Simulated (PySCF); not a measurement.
**A gas-phase reaction: H4O2Si + Cl2 → ClH3O2Si + ClH**

Wanted: the reaction energy for `O[SiH2]O` + `ClCl` → `O[SiH](O)Cl` + `Cl`.

Computed with PySCF 2.14.0; each step states its level. No surroundings beyond the atoms listed, unless a continuum is named. Atoms count from 0, parts from 1.

## (1) Starting point

Each species was relaxed by itself at PBE0-D3(BJ)/def2-SVPD.

## (2) Energies of the species: wB97M-D3(BJ)/def2-TZVPD

What the job is given:

```
{"job": {"kind": "react", "xc": "wB97M-D3(BJ)", "basis": "def2-TZVPD"}, "charge": 0, "multiplicity": 1}
-1 H4O2Si charge 0 multiplicity 1
O      0.454180    -0.798060     1.292940
Si    -0.224900     0.266090     0.214690
O      0.724980     0.302230    -1.160150
H      0.582620    -1.708370     1.017410
H     -0.223600     1.571520     0.920390
H     -1.607760    -0.138850    -0.181070
H      0.308040     0.516920    -1.996890

-1 Cl2 charge 0 multiplicity 1
Cl     1.014600     0.008130     0.012210
Cl    -1.014670    -0.005810    -0.011030

+1 ClH3O2Si charge 0 multiplicity 1
O      1.253600     0.420750     0.428800
Si    -0.292990    -0.096270     0.146120
O     -0.727240     0.317630    -1.385320
Cl    -0.320840    -2.158400     0.425060
H      1.778500    -0.040600     1.087310
H     -1.299730     0.494780     1.045610
H     -0.152860     0.073050    -2.115600

+1 ClH charge 0 multiplicity 1
Cl     0.644610     0.006280     0.009800
H     -0.643420    -0.005130    -0.009280
```

Method: wB97M-D3(BJ)/def2-TZVPD reaction energy of separated species, gas phase.

Command:

```bash
$ OMP_NUM_THREADS=1 python cluster_run.py task.json out
```

This one command runs all jobs of the session in turn.

**Question.** The jobs that follow are: PBE0-D3(BJ)/def2-TZVPD reaction energy of separated species, gas phase; MP2/def2-TZVPD reaction energy of separated species, gas phase. Predict: reaction energy (wB97M-D3(BJ)/def2-TZVPD); ΔH, ΔG at 298 K (xTB thermal terms). Thermal terms come from harmonic xTB runs on each species.

**Answer**, as computed:

| quantity | value |
| --- | --- |
| reaction energy (wB97M-D3(BJ)/def2-TZVPD) | -69.67 kcal/mol |
| ΔH, ΔG at 298 K (xTB thermal terms) | -70.7, -69.5 kcal/mol |
| range of the reaction energy over the runs of this table | -73.12 to -69.31 kcal/mol |

In words: The reaction is exothermic by 70.7 kcal/mol in the gas phase; dispersion gives -0.53, and xTB itself gave -36.38 for the electronic energy (xTB energies and thermal terms come from the earlier relaxation of each species, not shown). No barrier was sought. xTB and this level differ widely in the electronic energy, so what comes from xTB (the thermal terms above all) is less safe here. The reaction energy runs from -73.12 (MP2/def2-TZVPD) to -69.31 kcal/mol (PBE0-D3(BJ)/def2-TZVPD).
